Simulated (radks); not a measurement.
# Taking charge from the 5s level of Pt⁺ in fractions

The task here is to estimate one member of a computed series from the others.

Method: scalar-relativistic Kohn-Sham, PBE, spin-polarised, spherical densities, point nucleus; open shells are filled with parallel spins first. Code: radks (a radial shooting solver on a logarithmic mesh, Libxc functionals) version 1.

## What is computed

* element: platinum (Z = 78)
* charge: +1
* electrons: 77
* configuration: [Kr] 4d10 4f14 5s(up 1, down 1) 5p6 5d9

A shell typed twice in an input gives spin up, then spin down.

Set-up of the first run:

The run's settings:

```text
Z 78
configuration [Kr] 4d10 4f14 5s1 5s1 5p6 5d9
relativity scalar-relativistic
functional pbe,pbe
spin polarised
nucleus point
c 137.035999084
```

Among the steps run: Start: [Kr] 4d10 4f14 5s(up 1, down 1) 5p6 5d9.

One table of the session follows, with a row left open; its other results are not shown here.

From the orbitals of this run (lengths in bohr):

| level | <r> | outermost maximum (interpolated) | 90 % within | nodes |
| --- | --- | --- | --- | --- |
| 5s up | 0.9535 | 0.869 | 1.36 | 4 |
| 5s down | 0.9524 | 0.869 | 1.36 | 4 |
| 4f up | 0.5164 | 0.385 | 0.834 | 0 |
| 4f down | 0.5160 | 0.385 | 0.833 | 0 |
| 5p up | 1.106 | 0.979 | 1.61 | 3 |
| 5p down | ? | ? | ? | ? |
| 5d up | 1.641 | 1.26 | 2.58 | 2 |
| 5d down | 1.651 | 1.26 | 2.60 | 2 |

Q: Estimate the row for 5p down from the others.

As computed: <r>: 1.105; outermost maximum (interpolated): 0.978; 90 % within: 1.61; nodes: 3. In the column «<r>» it lies between 5s up (0.9535) and 5p up (1.106).
